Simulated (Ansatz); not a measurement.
# BGeH₆NO₂: one species, many methods

One table from this session's results is given with a row withheld; the runs are named, their logs left out.

The runs use Ansatz 0.2.0, Gaussian basis; functionals in def2-TZVPP, the program's frozen cores in correlated methods.

Levels to be run: LDA (SPW92), PBE-D4, revPBE-D4, BLYP-D4, r2SCAN-D4, B97M-V, PBE0-D4, B3LYP-D4, r2SCANh-D4, r2SCAN0-D4, HSE06-D4, BHLYP-D4, CAM-B3LYP-D4, LC-ωPBE, ωB97X-V, ωB97M-V, B2PLYP, PBE-QIDH; CCSD(T)/def2-SVP; CCSD(T)/def2-TZVPP; MP2/def2-QZVPP; extrapolation to the limit; RPA on PBE.

### Structure used throughout

All runs share one geometry, relaxed beforehand with PBE0-D4 in a triple-zeta def2 set.

SMILES `[NH2][GeH2][B](O)O`, 11 atoms, charge 0, spin multiplicity 1.

Atoms are counted from 1 here; the program's logs count them from 0.

Bond lengths: N1–Ge2 1.853 Å, N1–H6 1.012 Å, N1–H7 1.013 Å, Ge2–B3 2.091 Å, Ge2–H8 1.543 Å, Ge2–H9 1.546 Å, B3–O4 1.366 Å, B3–O5 1.357 Å, O4–H10 0.959 Å, O5–H11 0.965 Å. Angles: Ge2–N1–H6 112.0°, Ge2–N1–H7 111.7°, H6–N1–H7 106.9°, N1–Ge2–B3 115.3°, N1–Ge2–H8 106.1°, N1–Ge2–H9 106.1°, B3–Ge2–H8 110.6°, B3–Ge2–H9 110.8°, H8–Ge2–H9 107.7°, Ge2–B3–O4 124.9°, Ge2–B3–O5 117.2°, O4–B3–O5 117.8°, B3–O4–H10 114.3°, B3–O5–H11 112.3°.

Geometry (Å):

```xyz
11
charge 0, multiplicity 1
N    -2.1119   -0.0878    0.6110
Ge   -0.3020   -0.2668    0.9680
B     0.9664    0.0719   -0.6590
O     2.2522    0.5228   -0.5670
O     0.4695   -0.1782   -1.8969
H    -2.3542    0.8574    0.3414
H    -2.4062   -0.6944   -0.1446
H    -0.1142   -1.6977    1.5133
H     0.0068    0.7181    2.1187
H     2.5450    0.7010    0.3283
H     1.1141   -0.0034   -2.5929
```

Set-up of the first run:

Contents of in.yaml:

```yaml
crystal:
  periodic: [false, false, false]
  atoms:
    - {symbol: N, position_ang: [-2.111915, -0.087772, 0.611020]}
    - {symbol: Ge, position_ang: [-0.301959, -0.266778, 0.968043]}
    - {symbol: B, position_ang: [0.966422, 0.071875, -0.658983]}
    - {symbol: O, position_ang: [2.252246, 0.522823, -0.566958]}
    - {symbol: O, position_ang: [0.469468, -0.178206, -1.896910]}
    - {symbol: H, position_ang: [-2.354219, 0.857402, 0.341441]}
    - {symbol: H, position_ang: [-2.406242, -0.694356, -0.144574]}
    - {symbol: H, position_ang: [-0.114214, -1.697713, 1.513305]}
    - {symbol: H, position_ang: [0.006822, 0.718124, 2.118741]}
    - {symbol: H, position_ang: [2.544950, 0.700954, 0.328277]}
    - {symbol: H, position_ang: [1.114142, -0.003354, -2.592900]}
basis:
  gaussian: {orbitals: def2-TZVPP}
hamiltonian: {xc: lda}
output: {orbitals: {seedname: orbitals}}
```

Steps of the session up to this table: LDA; PBE-D4 (GGA); revPBE-D4 (GGA); BLYP-D4 (GGA); r2SCAN-D4 (meta-GGA); B97M-V (meta-GGA); PBE0-D4 (hybrid); B3LYP-D4 (hybrid); r2SCANh-D4 (hybrid); r2SCAN0-D4 (hybrid); HSE06-D4 (hybrid); BHLYP-D4 (hybrid); CAM-B3LYP-D4 (range-separated); LC-ωPBE (range-separated); ωB97X-V (range-separated); ωB97M-V (range-separated); B2PLYP (double hybrid); PBE-QIDH (double hybrid).

One of the session's tables, all rows but one given; the rest of the session is left out.

It belongs to the step «Orbital energies across the functionals». 

```
  functional  HOMO (eV)  gap (eV)
 LDA (SPW92)      -5.58      4.35
      PBE-D4      -5.45      4.46
   revPBE-D4      -5.39      4.52
     BLYP-D4      -5.34      4.46
   r2SCAN-D4      -5.74      5.02
      B97M-V      -5.87      5.07
     PBE0-D4      -6.84      6.72
    B3LYP-D4      -6.61      6.25
  r2SCANh-D4      -6.26      5.85
  r2SCAN0-D4      -7.03      7.07
    HSE06-D4      -6.43      5.94
    BHLYP-D4          ?         ?
CAM-B3LYP-D4      -8.22      9.10
     LC-ωPBE      -9.57     11.66
     ωB97X-V      -9.23     11.15
     ωB97M-V      -9.09     10.75
```

Estimate the missing values for BHLYP-D4.

Worked estimate for «HOMO (eV)». Against the share of exact exchange, BLYP-D4 (0, -5.34), B3LYP-D4 (0.2, -6.61) give a slope of -6.35 per unit share; at 0.5 the line stands at -8.51.

**Answer.** HOMO (eV): -8.14; gap (eV): 8.87. In «HOMO (eV)» the line misses by -0.37.
